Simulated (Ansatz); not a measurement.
## HPbNO4 in Ansatz: convergence with k mesh

Input of the first run (k mesh 2 × 2 × 1); the others differ in this setting and in those tied to it:

File input.yaml:

```yaml
crystal:
  lattice:
    - [4.92453, 0.0, 0.0]
    - [0.0, 5.5972, 0.0]
    - [0.0, 0.0, 7.24347]
  atoms:
    - { symbol: H, position: [0.0, 0.5, 0.19317] }
    - { symbol: H, position: [0.5, 0.0, 0.80683] }
    - { symbol: Pb, position: [0.5, 0.5, 0.95257] }
    - { symbol: Pb, position: [0.0, 0.0, 0.04743] }
    - { symbol: "N", position: [0.0, 0.0, 0.63654] }
    - { symbol: "N", position: [0.5, 0.5, 0.36346] }
    - { symbol: O, position: [0.0, 0.5, 0.0586] }
    - { symbol: O, position: [0.5, 0.0, 0.9414] }
    - { symbol: O, position: [0.0, 0.19569, 0.72995] }
    - { symbol: O, position: [0.0, 0.80431, 0.72995] }
    - { symbol: O, position: [0.0, 0.0, 0.4675] }
    - { symbol: O, position: [0.5, 0.69569, 0.27005] }
    - { symbol: O, position: [0.5, 0.30431, 0.27005] }
    - { symbol: O, position: [0.5, 0.5, 0.5325] }
hamiltonian:
  xc: pbe
  pseudopotentials: { kind: paw }
kpoints:
  mp_grid: { grid: [2, 2, 1] }
scf:
  occupations: { method: fermi_dirac, width: 0.05 }
output:
  forces: true
  stress: true
  eigenvalues: true
```

Potentials or basis: Ansatz PAW.

Command:

```bash
$ ansatz run input.yaml --threads 8 --pin off --max-ram 20480MiB --backend cpu --events-out ev --progress --plain --runs-dir out
```

The cell was built by a generator and needn't be a form met in nature.

Hardware: 8 threads of AMD EPYC 9B45 (Zen 5) (shared host).

Q: The values tried are 2 × 2 × 1, 2 × 2 × 2, 3 × 3 × 2, 4 × 4 × 3, 5 × 5 × 4, 6 × 6 × 4, 8 × 7 × 5, 9 × 8 × 6, loosest first. From which on does the largest force stay within 0.005 eV/Å of the tightest run that finished?

A: From 4 × 4 × 3 on.

| k mesh | energy less the tightest run, at zero smearing (meV/atom) | pressure (GPa) | largest force (eV/Å) | gap on the mesh (eV) | SCF cycles | CPU time (s) | peak memory (GiB) |
| --- | --- | --- | --- | --- | --- | --- | --- |
| 2 × 2 × 1 | -15.28 | -0.18 | 0.647 | 2.698 | 9 | 1.8 | 0.56 |
| 2 × 2 × 2 | 13.34 | 0.19 | 0.129 | 2.737 | 9 | 2.4 | 0.72 |
| 3 × 3 × 2 | -0.90 | 0.00 | 0.015 | 3.046 | 9 | 2.8 | 0.75 |
| 4 × 4 × 3 | 0.19 | 0.02 | 0.006 | 2.754 | 8 | 4.8 | 0.91 |
| 5 × 5 × 4 | -0.03 | 0.02 | 0.005 | 2.886 | 8 | 6.8 | 0.95 |
| 6 × 6 × 4 | 0.00 | 0.02 | 0.005 | 2.753 | 8 | 11 | 1.1 |
| 8 × 7 × 5 | 0.00 | 0.02 | 0.005 | 2.813 | 8 | 13 | 1.1 |
| 9 × 8 × 6 | 0.00 | 0.02 | 0.005 | 2.784 | 8 | 22 | 1.4 |

Against the tightest run, the energy stays within 1 meV/atom from 3 × 3 × 2 on; the pressure stays within 0.1 GPa from 3 × 3 × 2 on. Not settled before the last step: the gap on the mesh (to 0.01 eV). Meshes of other sizes hit other points, so gaps and Fermi surfaces needn't settle smoothly. The tightest run that finished is the yardstick and may itself not be fully converged.

Caveat, for the tightest run too: odd divisions of the mesh miss points on the zone boundary, where band edges often lie, so the gap on the mesh can be too wide; the pressure holds a Pulay correction of +0.6 GPa for the finite cutoff; spin-orbit coupling is left out, which as a rule narrows the gap of such compounds by several tenths of an eV.
